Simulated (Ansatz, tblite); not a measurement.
# B5As6 wurtzite ring sphere (B₅As₆H₁₈+): rung by rung

One table from this session's results is given with a row withheld; the runs are named, their logs left out.

The runs use Ansatz 0.2.0, Gaussian basis; as each input shows.

Levels to be run: GFN1-xTB, GFN2-xTB, PBE-D4/def2-SVP, r2SCAN-D4/def2-SVP, HF/6-31G, B3LYP-D4/6-31G.

8 further runs of the same task are left out: 7 that didn't finish, 1 set aside as unsound or not needed. Runs told in other sessions of the task aren't counted.

### The relaxed structure

The geometry is that of the singlet, from an earlier relaxation (r2SCAN-D4/def2-SVP).

29 atoms, charge 1, spin multiplicity 1.

Bond lengths: As1–B2 2.058 Å, As1–B7 2.064 Å, As1–H12 1.502 Å, As1–H13 1.507 Å, B2–As4 2.093 Å, B2–As5 2.058 Å, B2–H14 1.208 Å, B3–As4 2.060 Å, B3–As8 2.050 Å, B3–H15 1.217 Å, B3–H16 1.210 Å, As4–B6 2.060 Å, As4–H17 1.504 Å, As5–B10 2.064 Å, As5–H18 1.507 Å, As5–H19 1.502 Å, B6–As11 2.050 Å, B6–H20 1.217 Å and more. Angles: B2–As1–B7 113.6°, B2–As1–H12 110.7°, B2–As1–H13 111.9°, B7–As1–H12 109.3°, B7–As1–H13 109.5°, H12–As1–H13 101.2°, As1–B2–As4 108.3°, As1–B2–As5 105.7°, As1–B2–H14 110.5°, As4–B2–As5 108.3°, As4–B2–H14 113.2°, As5–B2–H14 110.5°, As4–B3–As8 109.4°, As4–B3–H15 108.8°, As4–B3–H16 110.1°, As8–B3–H15 103.3°, As8–B3–H16 109.5°, H15–B3–H16 115.5° and more.

Geometry (Å):

```xyz
29

As    0.08233   -1.84693   -1.62068
B    -1.59909   -0.92406   -0.87455
B     0.13939   -1.95918    1.92596
As   -1.42114   -0.82115    1.20833
As   -1.55904    0.99359   -1.62062
B    -1.62854    1.09920    1.92569
B     1.84719   -1.00122   -0.96603
As    1.89402   -1.31449    1.08403
As    1.74792    1.01014   -1.40874
B     0.05486    2.10038   -0.96574
As   -0.19318    2.29709    1.08434
H     0.07896   -3.31054   -1.28448
H     0.07607   -1.89367   -3.12741
H    -2.59572   -1.49993   -1.23994
H     0.02467   -3.09363    1.50059
H     0.20893   -1.85902    3.12981
H    -2.65763   -1.53594    1.68025
H    -1.60244    1.01161   -3.12736
H    -2.82885    1.72145   -1.28455
H    -2.66848    1.56625    1.49973
H    -1.50760    1.10952    3.12960
H     2.81224   -1.47414   -1.51847
H     3.00459   -2.29823    1.32395
H     2.50344   -0.08708    1.71570
H     2.03064    1.17371   -2.87902
H     2.94503    1.70187   -0.81326
H     0.12693    3.17274   -1.51805
H     1.17439    2.21099    1.71620
H    -0.48989    3.75068    1.32469
```

The ion is computed in the gas phase, without counter-ions or solvent.

PBE0-D4/def2-SVP was run before; its log isn't repeated, and its numbers join the tables.

Set-up of the first run:

Tight binding, by tblite at 300 K electronic temperature and without a spin-polarisation term:

```python
tblite.interface.Calculator('GFN1-xTB', numbers, positions, charge=1, uhf=0).singlepoint()
```

Tight binding, by tblite at 300 K electronic temperature and without a spin-polarisation term:

```python
tblite.interface.Calculator('GFN2-xTB', numbers, positions, charge=1, uhf=0).singlepoint()
```

start.molden holds the orbitals of an earlier run on this state, given as this run's starting guess.

Contents of in.yaml:

```yaml
crystal:
  periodic: [false, false, false]
  atoms:
    - {symbol: As, position_ang: [0.082327, -1.846935, -1.620675]}
    - {symbol: B, position_ang: [-1.599087, -0.924057, -0.874552]}
    - {symbol: B, position_ang: [0.139388, -1.959185, 1.925961]}
    - {symbol: As, position_ang: [-1.421139, -0.821145, 1.208327]}
    - {symbol: As, position_ang: [-1.559041, 0.993587, -1.620622]}
    - {symbol: B, position_ang: [-1.628536, 1.099198, 1.925694]}
    - {symbol: B, position_ang: [1.847186, -1.001216, -0.966025]}
    - {symbol: As, position_ang: [1.894020, -1.314489, 1.084034]}
    - {symbol: As, position_ang: [1.747919, 1.010138, -1.408743]}
    - {symbol: B, position_ang: [0.054859, 2.100383, -0.965740]}
    - {symbol: As, position_ang: [-0.193180, 2.297092, 1.084342]}
    - {symbol: H, position_ang: [0.078959, -3.310543, -1.284484]}
    - {symbol: H, position_ang: [0.076072, -1.893672, -3.127410]}
    - {symbol: H, position_ang: [-2.595724, -1.499926, -1.239941]}
    - {symbol: H, position_ang: [0.024671, -3.093630, 1.500592]}
    - {symbol: H, position_ang: [0.208931, -1.859017, 3.129815]}
    - {symbol: H, position_ang: [-2.657630, -1.535944, 1.680253]}
    - {symbol: H, position_ang: [-1.602436, 1.011613, -3.127355]}
    - {symbol: H, position_ang: [-2.828850, 1.721447, -1.284547]}
    - {symbol: H, position_ang: [-2.668485, 1.566247, 1.499728]}
    - {symbol: H, position_ang: [-1.507598, 1.109516, 3.129601]}
    - {symbol: H, position_ang: [2.812240, -1.474136, -1.518474]}
    - {symbol: H, position_ang: [3.004591, -2.298231, 1.323951]}
    - {symbol: H, position_ang: [2.503443, -0.087084, 1.715701]}
    - {symbol: H, position_ang: [2.030638, 1.173710, -2.879022]}
    - {symbol: H, position_ang: [2.945032, 1.701866, -0.813261]}
    - {symbol: H, position_ang: [0.126934, 3.172738, -1.518049]}
    - {symbol: H, position_ang: [1.174391, 2.210991, 1.716205]}
    - {symbol: H, position_ang: [-0.489892, 3.750675, 1.324687]}
basis:
  gaussian: {orbitals: def2-SVP, initial_orbitals: start.molden}
total_charge: 1
hamiltonian: {xc: pbe, dispersion: d4}
scf: {omitted_lower_state_checks: [starts]}
output: {orbitals: {seedname: orbitals}}
```

Launch:

```bash
ansatz run in.yaml --threads 4 --pin off --events-out ev --progress --plain --max-ram 6963MiB
```

Among the steps run: PBE-D4/def2-SVP; r2SCAN-D4/def2-SVP; HF/6-31G; B3LYP-D4/6-31G.

One table of the session follows, with a row left open; its other results are not shown here.

It belongs to the step «Levels side by side». 

| level | HOMO (eV) | LUMO (eV) | gap (eV) |
| --- | --- | --- | --- |
| HF/6-31G | -13.35 | -1.07 | 12.28 |
| PBE-D4/def2-SVP | ? | ? | ? |
| r2SCAN-D4/def2-SVP | -10.11 | -5.18 | 4.92 |
| B3LYP-D4/6-31G | -10.67 | -4.39 | 6.28 |
| PBE0-D4/def2-SVP | -10.94 | -4.58 | 6.36 |

**Question.** Estimate the row for PBE-D4/def2-SVP.

As computed: HOMO (eV): -9.84; LUMO (eV): -5.34; gap (eV): 4.51. In the column «HOMO (eV)» it is the highest.
